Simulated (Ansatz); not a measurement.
Crystal: MnAu3.

```
Au Mn
1.0
     1.52620    0.88115    8.77497
    -1.52620    0.88115    8.77497
     0.00000   -1.76231    8.77497
Au Mn
3 1
Direct
  0.74399 0.74399 0.74399
  0.50000 0.50000 0.50000
  0.25601 0.25601 0.25601
  0.00000 0.00000 0.00000
```

The cell comes from a database or a generator and needn't be the stable form of this composition.

```yaml
Program: Ansatz 0.2.0
Task: single point
Functional: PBEsol
Potentials_or_basis: all-electron LAPW, scalar-relativistic
Cutoff: 271 eV (chosen from the basis error)
Basis_error_allowed: 0.001 eV/atom
k_mesh: 10 × 10 × 10
Occupations: fermi-dirac, width 0.05 eV
Spin: collinear spin, ferromagnetic start
Starting_moments: "[0.0, 0.0, 0.0, 4.0] μB"
```

On this cell: pressure -7.8 GPa; largest force 0.090 eV/Å; net moment 4.07 μB per cell; site moments Au +0.06, -0.01; Mn +3.87 μB; band gap on the k mesh none (metal or under the smearing width).

The same run follows on a disturbed copy (atoms moved at random, drawn with an rms of 0.05 Å):

```
Au Mn
1.0
     1.52620    0.88115    8.77497
    -1.52620    0.88115    8.77497
     0.00000   -1.76231    8.77497
Au Mn
3 1
Direct
  0.74138 0.75642 0.73419
  0.50058 0.51540 0.48030
  0.26157 0.25179 0.25476
  0.00750 0.97585 0.01841
```

Q: What does the disturbed cell give?

A: The energy (extrapolated to zero smearing) moves by +4.2 meV/atom; pressure -7.6 GPa; largest force 0.307 eV/Å; net moment 4.07 μB per cell; site moments Au +0.06, -0.01; Mn +3.85 μB; band gap on the k mesh none (metal or under the smearing width).

Forces in eV/Å, atoms in the order of the input:
```
Au   0.100 -0.108  0.089
Au   0.021 -0.038  0.191
Au   0.039 -0.056 -0.114
Mn  -0.161  0.202 -0.166
```

Stress tensor (GPa, compression positive):
```
-7.82  0.16  0.11
 0.16 -7.57 -0.20
 0.11 -0.20 -7.55
```
